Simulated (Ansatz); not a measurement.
# SnO3: the cost of one run

Method: DFT PBE, scalar-relativistic, plane waves, PAW, in Ansatz 0.2.0.

### 1 The system as given

It takes space group I4/mmm (No. 139, tetragonal). Conventional cell: a = 3.761 Å, b = 3.761 Å, c = 8.576 Å, α = 90.00°, β = 90.00°, γ = 90.00°. Sn (site symmetry 4/mmm) has 12 O at 2.66 to 2.85 Å as nearest neighbours. Around O (site symmetry -4m2) lie 8 O at 2.66 to 2.85 Å and 4 Sn at 2.85 Å. O (site symmetry 4/mmm) is surrounded by 4 Sn at 2.66 Å.

As a file:

```xyz
4
Lattice="-1.8807 1.8807 4.2882 1.8807 -1.8807 4.2882 1.8807 1.8807 -4.2882" Properties=species:S:1:pos:R:3 pbc="T T T"
Sn    0.0000    0.0000    0.0000
O     0.0000    1.8807    2.1441
O     1.8807    0.0000    2.1441
O     0.0000    0.0000    4.2882
```

The cell is invented: species swapped into a database cell of Sc3Pb (I4/mmm, No. 139), with O on the Sc sites and Sn on the Pb sites. Lengths come from tabulated atomic sizes and are only a guess.

### 2 Probe: one point on a coarse mesh

Input file input.yaml:

```yaml
crystal:
  lattice:
    - [-1.88074222, 1.88074222, 4.28820452]
    - [1.88074222, -1.88074222, 4.28820452]
    - [1.88074222, 1.88074222, -4.28820452]
  atoms:
    - { symbol: Sn, position: [0.0, 0.0, 0.0] }
    - { symbol: O, position: [0.75, 0.25, 0.5] }
    - { symbol: O, position: [0.25, 0.75, 0.5] }
    - { symbol: O, position: [0.5, 0.5, 0.0] }
basis:
  ecutwfc: 420
kpoints:
  mp_grid: { grid: [6, 6, 6] }
hamiltonian:
  xc: pbe
scf:
  occupations: { method: gaussian, width: 0.1 }
  lower_state_search: "off"
output:
  forces: true
  stress: true
  eigenvalues: true
```

The run is started by

```bash
> ansatz run input.yaml --threads 1 --pin off --max-ram 2560MiB --backend cpu --events-out ev --progress --plain --runs-dir out
```

What time and memory should one allow on 1 thread of Intel Xeon Platinum 8375C at 2.90GHz (Ice Lake), shared host?

About 2.5 s, with a peak of 0.41 GiB.
